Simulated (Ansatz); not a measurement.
This script makes an equation of state with a fit of Gd₃Y, space group Pm-3m with the Python package of Ansatz (0.2.0).

The script, `eos_gd3y.py`:
```python
"""Energy against volume for Gd3Y, with a fit."""

import ansatz as az
import numpy as np

VECTORS = np.array([
    [5.179944, 0.0, 0.0],
    [0.0, 5.179944, 0.0],
    [0.0, 0.0, 5.179944],
])
SITES = [
    ("Y", (0.0, 0.0, 0.0), 0.0),
    ("Gd", (0.0, 0.5, 0.5), 4.9),
    ("Gd", (0.5, 0.0, 0.5), 4.9),
    ("Gd", (0.5, 0.5, 0.0), 4.9),
]


def crystal_on(cell):
    crystal = az.Crystal(lattice=az.Lattice.of(cell))
    for symbol, position, moment in SITES:
        crystal = crystal.atom(symbol, position, moment=moment or None)
    return crystal

# uniform scaling of the cell
volumes, energies = [], []
for scale in np.linspace(0.9, 1.1, 9):
    cell = VECTORS * scale ** (1 / 3)
    model = (
        crystal_on(cell).calculation()
        .functional(az.Functional.R2SCAN)
        .basis(550)
        .occupations("fermi_dirac", width=0.05)
        .spin("collinear")
        .kpoints(5, 5, 5)
    )
    report = model.run().report
    volumes.append(abs(np.linalg.det(cell)) / len(SITES))
    energies.append(report["free_energy_ev"] / len(SITES))
    print(f"V = {volumes[-1]:8.4f} A^3/atom  F = {energies[-1]:.5f} eV/atom")

# third-order Birch-Murnaghan: a cubic in V^(-2/3)
x = np.array(volumes) ** (-2 / 3)
poly = np.polynomial.Polynomial.fit(x, energies, 3).convert()
roots = poly.deriv().roots()
x0 = min((r.real for r in roots if abs(r.imag) < 1e-9 and poly.deriv(2)(r.real) > 0), key=lambda r: abs(r - x.mean()))
v0 = x0 ** -1.5
b0 = 4 / 9 * poly.deriv(2)(x0) * v0 ** (-7 / 3) * 160.21766
b1 = 4 + 2 / 3 * x0 * poly.deriv(3)(x0) / poly.deriv(2)(x0)
print(f"V0 = {v0:.4f} A^3/atom, B0 = {b0:.1f} GPa, dB/dP = {b1:.2f}")
```

Where does the minimum lie against the volume typed, and how stiff is the crystal?

A third-order Birch-Murnaghan fit through the 9 points has its minimum at 34.59 Å³ an atom, 0.5 % below the typed cell, with a bulk modulus of 35 GPa. From that minimum the energy rises by 39.7 meV an atom on the compressed side and 36.8 meV on the expanded side.

What the script printed:

```console
$ python eos_gd3y.py
DeckWarning: where an SCF of this run starts from atoms to list the orders of its open shells, Gd (sites 1, 2, 3, from 0) starts with 6.64 μB on its 4f shell, in the place of the 4.90 μB that the deck gives it: an open f shell starts with all that it can hold by Hund's first rule. To start from spheres of the given moment, type scf.initial_density.shell_occupations: []
V =  31.2721 A^3/atom  F = -7974.51030 eV/atom
V =  32.1408 A^3/atom  F = -7974.52913 eV/atom
V =  33.0095 A^3/atom  F = -7974.54166 eV/atom
V =  33.8782 A^3/atom  F = -7974.54838 eV/atom
V =  34.7468 A^3/atom  F = -7974.54989 eV/atom
V =  35.6155 A^3/atom  F = -7974.54677 eV/atom
V =  36.4842 A^3/atom  F = -7974.53942 eV/atom
V =  37.3528 A^3/atom  F = -7974.52815 eV/atom
V =  38.2215 A^3/atom  F = -7974.51322 eV/atom
V0 = 34.5887 A^3/atom, B0 = 35.2 GPa, dB/dP = 2.88
```
(Warnings from the package without file and line.)

Notes:
- Total energies depend on the potentials; only differences at equal settings carry meaning.
- Open f shells: without a Hubbard U, without spin-orbit coupling; the state reached hangs on the start and needn't be the lowest.
- The mesh is modest for a metal, so energies can be off by several to tens of meV an atom and pressures by half a GPa or more; differences at equal mesh fare better.
- r2SCAN tends to overestimate the moments of itinerant magnets.
- The structure comes from a database of computed cells and needn't be a stable or known phase.
- Run time: 7 min on 1 thread of Arm Neoverse V2, with other jobs on the host, peak memory 0.99 GiB.
